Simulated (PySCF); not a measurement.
# One shape, several levels: CH5B2N (SMILES BB1CN1)

Wanted: a comparison of 5 runs (HF/STO-3G, HF/def2-SVP, r2SCAN/6-31G, B3LYP/6-31G*) of CH5B2N. Input form: a Python script.

Program for the calculation: PySCF 2.14.0.

## Step 1: The molecule

CH5B2N: 9 atoms, total charge 0, spin state singlet. As SMILES, `BB1CN1`. The coordinates come from a PBE0-D4/def2-TZVP relaxation.

Bond lengths: B1–B2 1.632 Å, B2–C3 1.590 Å, B2–N4 1.356 Å, C3–N4 1.443 Å, B1–H5 1.198 Å, B1–H6 1.197 Å, C3–H7 1.088 Å, C3–H8 1.090 Å, N4–H9 1.003 Å. Some angles: B1–B2–C3 146.8°, B1–B2–N4 155.1°, C3–B2–N4 58.0°, B2–C3–N4 52.8°, B2–N4–C3 69.2°, B2–B1–H5 121.0°, B2–B1–H6 122.0°, B2–C3–H7 121.4°, B2–C3–H8 118.9°, N4–C3–H7 116.7°.

## Step 2: Energy and forces at HF/STO-3G (run 1)

File job.py:

```python
from pyscf import gto, scf

mol = gto.M(
    atom='''
B     -0.727500     1.327800    -0.994400
B     -0.166400     0.197400     0.041000
C      0.575300    -1.198500     0.211800
N      0.142600    -0.307600     1.260600
H      0.018000     2.098200    -1.529000
H     -1.879100     1.377000    -1.318200
H      0.039400    -2.141000     0.119200
H      1.640700    -1.259400    -0.010100
H      0.445400    -0.140300     2.202200
''',
    max_memory=1860,
    basis='sto-3g',
    verbose=4,
)

hf = scf.RHF(mol)
hf.conv_tol = 1e-10
hf.kernel()
if not hf.converged:
    hf = hf.newton().run(hf.mo_coeff, hf.mo_occ)

energy = hf.e_tot
print('Final energy', energy)
grad = hf.nuc_grad_method().kernel()
hf.analyze()
```

Run with:

```bash
$ OMP_NUM_THREADS=1 python job.py
```

What it wrote:

```text
PySCF version 2.14.0

[... 77 lines left out ...]
Total Energy =                        -142.737933245454428
[... 7 lines left out ...]
MO #1   energy= -15.3295818617493  occ= 2
[... 5 lines left out ...]
MO #7   energy= -0.686292451481977 occ= 2
[... 5 lines left out ...]
MO #13  energy= -0.342530992160157 occ= 2
[... 5 lines left out ...]
MO #19  energy= 0.672312092403124  occ= 0
[... 5 lines left out ...]
MO #25  energy= 1.14290135370956   occ= 0
[... 37 lines left out ...]
Dipole moment(X, Y, Z, Debye):  0.45713,  0.31633,  0.86924
```

Wall time 2.6 s (1 thread of Intel Xeon at 2.50GHz (Skylake/Cascade Lake), shared host); peak memory 0.12 GiB.

## Step 3: Energy and forces at HF/def2-SVP (run 2)

File run.py:

```python
from pyscf import gto

mol = gto.M(
    atom='''
B       -0.727500       1.327800      -0.994400
B       -0.166400       0.197400       0.041000
C        0.575300      -1.198500       0.211800
N        0.142600      -0.307600       1.260600
H        0.018000       2.098200      -1.529000
H       -1.879100       1.377000      -1.318200
H        0.039400      -2.141000       0.119200
H        1.640700      -1.259400      -0.010100
H        0.445400      -0.140300       2.202200
''',
    max_memory=1860,
    verbose=4,
    charge=0,
    basis='def2-svp',
)

mf = mol.RHF()
mf.conv_tol = 1e-10
mf.kernel()
if not mf.converged:
    mf = mf.newton().run(mf.mo_coeff, mf.mo_occ)

etot = mf.e_tot
print('E(%s) = %.9f' % ('HF', etot))
grad = mf.nuc_grad_method().kernel()
dip = mf.dip_moment()
pop, q = mf.mulliken_pop()
```

Run with:

```bash
$ OMP_NUM_THREADS=1 python run.py
```

What it wrote:

```text
PySCF version 2.14.0

[... 65 lines left out ...]
converged SCF energy = -144.4289398979
[... 12 lines left out ...]
Dipole moment(X, Y, Z, Debye):  0.56863,  0.17632,  0.95340
[... 91 lines left out ...]
charge of    8H =      0.14838
```

Run time: 11 s. Hardware: 1 thread of Intel Xeon at 2.50GHz (Skylake/Cascade Lake), shared host; peak memory 0.16 GiB.

Run 3 isn't shown in full; the table further down has it.

## Step 4: Energy and gradient at B3LYP/6-31G(d) (spherical functions) (run 4)

File run.py:

```python
# BB1CN1
import pyscf.grad
from pyscf import gto, dft

molecule = gto.M(
    atom='''
B   -0.727500   1.327800  -0.994400
B   -0.166400   0.197400   0.041000
C    0.575300  -1.198500   0.211800
N    0.142600  -0.307600   1.260600
H    0.018000   2.098200  -1.529000
H   -1.879100   1.377000  -1.318200
H    0.039400  -2.141000   0.119200
H    1.640700  -1.259400  -0.010100
H    0.445400  -0.140300   2.202200
''',
    verbose=4,
    max_memory=1860,
    basis='6-31g*',
    charge=0,
)

mf = dft.RKS(molecule, xc='b3lyp')
mf.conv_tol = 1e-10
mf.grids.level = 5
mf.kernel()
if not mf.converged:
    mf = mf.newton().run(mf.mo_coeff, mf.mo_occ)

e_tot = mf.e_tot
print('Final energy', e_tot)
grad = mf.Gradients().kernel()
mf.analyze()
```

Run with:

```bash
$ OMP_NUM_THREADS=1 python run.py
```

What it wrote:

```text
PySCF version 2.14.0

[... 100 lines left out ...]
MO #1   energy= -14.3327623991651  occ= 2
[... 12 lines left out ...]
MO #14  energy= -0.256372162492031 occ= 2
[... 12 lines left out ...]
MO #27  energy= 0.450559793137672  occ= 0
[... 12 lines left out ...]
MO #40  energy= 0.910168735973508  occ= 0
[... 12 lines left out ...]
MO #53  energy= 1.66013139112329   occ= 0
[... 12 lines left out ...]
MO #66  energy= 2.90201152852353   occ= 0
[... 78 lines left out ...]
Dipole moment(X, Y, Z, Debye):  0.75209, -0.24437,  1.32515
```

Wall time 38 s (1 thread of Intel Xeon at 2.50GHz (Skylake/Cascade Lake), shared host); peak memory 0.68 GiB.

## Step 5: Energy and forces at B3LYP/6-31G(d) (Cartesian functions) (run 5)

File geometry.xyz:

```xyz
9

B     -0.727500     1.327800    -0.994400
B     -0.166400     0.197400     0.041000
C      0.575300    -1.198500     0.211800
N      0.142600    -0.307600     1.260600
H      0.018000     2.098200    -1.529000
H     -1.879100     1.377000    -1.318200
H      0.039400    -2.141000     0.119200
H      1.640700    -1.259400    -0.010100
H      0.445400    -0.140300     2.202200
```

File calc.py:

```python
from pyscf import gto, dft

mol = gto.M(
    atom='geometry.xyz',
    cart=True,
    max_memory=1860,
    basis='6-31g*',
    spin=0,
    verbose=3,
)

myscf = dft.RKS(mol)
myscf.xc = 'b3lyp'
myscf.conv_tol = 1e-10
myscf.grids.level = 5
myscf.kernel()
if not myscf.converged:
    myscf = myscf.newton().run(myscf.mo_coeff, myscf.mo_occ)

etot = myscf.e_tot
print(f'total energy: {etot:.8f} hartree')
grad = myscf.nuc_grad_method().kernel()
myscf.analyze()
```

Run with:

```bash
$ OMP_NUM_THREADS=1 python calc.py
```

What it wrote:

```text
converged SCF energy = -145.511005804123
[... 19 lines left out ...]
MO #10  energy= -0.39776263055336  occ= 2
[... 11 lines left out ...]
MO #22  energy= 0.227161509573558  occ= 0
[... 11 lines left out ...]
MO #34  energy= 0.684759231204759  occ= 0
[... 11 lines left out ...]
MO #46  energy= 1.22929698344518   occ= 0
[... 11 lines left out ...]
MO #58  energy= 2.01557799456146   occ= 0
[... 11 lines left out ...]
MO #70  energy= 4.29840660196596   occ= 0
[... 10 lines left out ...]
Dipole moment(X, Y, Z, Debye):  0.75144, -0.24361,  1.32223
```

Run time: 35 s. Hardware: 1 thread of Intel Xeon at 2.50GHz (Skylake/Cascade Lake), shared host; peak memory 0.71 GiB.

## Step 6: All runs side by side

```
run                               level  integration grid  Cartesian functions  energy (Eh)  dipole moment (D)  HOMO energy (eV)  LUMO energy (eV)  wall time
  1                           HF/STO-3G                 –                   no  -142.737933               1.03             -8.70              6.20      2.6 s
  2                         HF/def2-SVP                 –                   no  -144.428940               1.12            -10.30              1.90       11 s
  3                        r2SCAN/6-31G                 5                   no  -145.361204               1.60             -6.31             -2.08       36 s
  4  B3LYP/6-31G* (spherical functions)                 5                   no  -145.508543               1.54             -6.98             -1.55       38 s
  5  B3LYP/6-31G* (Cartesian functions)                 5                  yes  -145.511006               1.54             -6.98             -1.55       35 s
```

## Step 7: What came out

```
                       quantity          value
            run 5: total energy  -145.51101 Eh
           run 5: dipole moment         1.54 D
             run 5: HOMO energy       -6.98 eV
             run 5: LUMO energy       -1.55 eV
           run 5: HOMO–LUMO gap        5.43 eV
run 5: largest force on an atom     0.371 eV/Å
```

What this shows: The dipole moment (its size) runs from 1.03 D (HF/STO-3G) to 1.60 D (r2SCAN/6-31G). The two ends differ in method and basis. The HOMO–LUMO gap runs from 4.22 eV (r2SCAN/6-31G) to 14.90 eV (HF/STO-3G). Totals of different functionals can't be ranked against each other. In run 1 the basis is minimal, so the values are rough. All runs together took 2 min, the longest 38 s.
